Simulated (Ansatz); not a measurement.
Write a Python script for Ansatz 0.2.0, Python API that makes a ranking of polymorphs by energy of 2 structures of LaTe. Use (first run): PBEsol, PAW, cutoff 517 eV, 10×10×10 k-points, cold smearing of 0.05 eV.

`polymorphs_late.py`:
```python
"""Relative energies of LaTe phases, at the given cells."""

import csv
import warnings

import ansatz as az
import numpy as np
import spglib

XC = "PBEsol"
KSPACING = 0.16
SMEARING = "cold"
SIGMA = 0.05

PHASES = {
    "Pm-3m": (
        [(3.936092, 0.0, 0.0), (0.0, 3.936092, 0.0), (0.0, 0.0, 3.936092)],
        [
            ("La", (0.0, 0.0, 0.0)),
            ("Te", (0.5, 0.5, 0.5)),
        ],
    ),
    "Fm-3m": (
        [(0.0, 3.218, 3.218), (3.218, 0.0, 3.218), (3.218, 3.218, 0.0)],
        [
            ("La", (0.0, 0.0, 0.0)),
            ("Te", (0.5, 0.5, 0.5)),
        ],
    ),
}


def build(vectors, sites):
    crystal = az.Crystal(lattice=az.Lattice.of(vectors))
    for symbol, position in sites:
        crystal = crystal.atom(symbol, position)
    return crystal


def compute(name, crystal):
    calc = (
        crystal.calculation()
        .basis(19 * az.Ha)
        .functional(XC)
        .kpoints(spacing=KSPACING)
        .occupations(SMEARING, width=SIGMA)
        .stress()
        .band_table()
    )
    return calc.run()


def space_group(outcome):
    sites = outcome.report["lattice"]["sites"]
    kinds = sorted({site["symbol"] for site in sites})
    cell = (outcome.lattice.cell_ang, [site["position_frac"] for site in sites], [kinds.index(site["symbol"]) for site in sites])
    return spglib.get_spacegroup(cell, symprec=0.01)


def volume_per_atom(outcome):
    return abs(np.linalg.det(outcome.lattice.cell_ang)) / len(outcome.lattice.sites)


def pressure_gpa(outcome):
    return float(np.trace(outcome.report["stress_gpa"]) / 3)

warnings.simplefilter("ignore")

phases = {name: build(*cell) for name, cell in PHASES.items()}

done = {}
for name, crystal in phases.items():
    done[name] = compute(name, crystal)
    print(f"{name}: {done[name].report['energy_sigma0_ev']:.4f} eV, {len(done[name].lattice.sites)} atoms")

energy = {name: o.report["energy_sigma0_ev"] / len(o.lattice.sites) for name, o in done.items()}
lowest = min(energy.values())
rows = [(name, len(o.lattice.sites), 1000 * (energy[name] - lowest), space_group(o), volume_per_atom(o), pressure_gpa(o)) for name, o in done.items()]
rows.sort(key=lambda row: row[2])
with open("polymorphs.csv", "w", newline="") as handle:
    writer = csv.writer(handle)
    writer.writerow(["phase", "atoms", "dE (meV/atom)", "space group", "V (A^3/atom)", "P (GPa)"])
    writer.writerows([round(v, 4) if isinstance(v, float) else v for v in row] for row in rows)
print(open("polymorphs.csv").read())
print("order:", " < ".join(row[0] for row in rows))
```

Running `python polymorphs_late.py` prints:
```text
Pm-3m: -13065.7828 eV, 2 atoms
Fm-3m: -13065.9882 eV, 2 atoms
phase,atoms,dE (meV/atom),space group,V (A^3/atom),P (GPa)
Fm-3m,2,0.0,Fm-3m (225),33.3241,-1.2489
Pm-3m,2,102.7064,Pm-3m (221),30.4906,-2.9346

order: Fm-3m < Pm-3m
```

By space group at the end of each run: Fm-3m (+0 meV an atom, 33.3 Å³) and Pm-3m (+103 meV an atom, 30.5 Å³).

Absolute energies stand on the zero of these potentials, so only differences at equal settings mean something. Pressure is positive in compression. The cells come from databases of deposited and of computed structures, and not all need be stable phases. The ranking holds among these structures alone, at zero temperature; the ground state may be another structure. Differences under 10 to 15 meV an atom lie within the error of mesh and functional. It ran for 11 s on 1 thread of Arm Neoverse V1, on a shared host, peak memory 0.48 GiB.
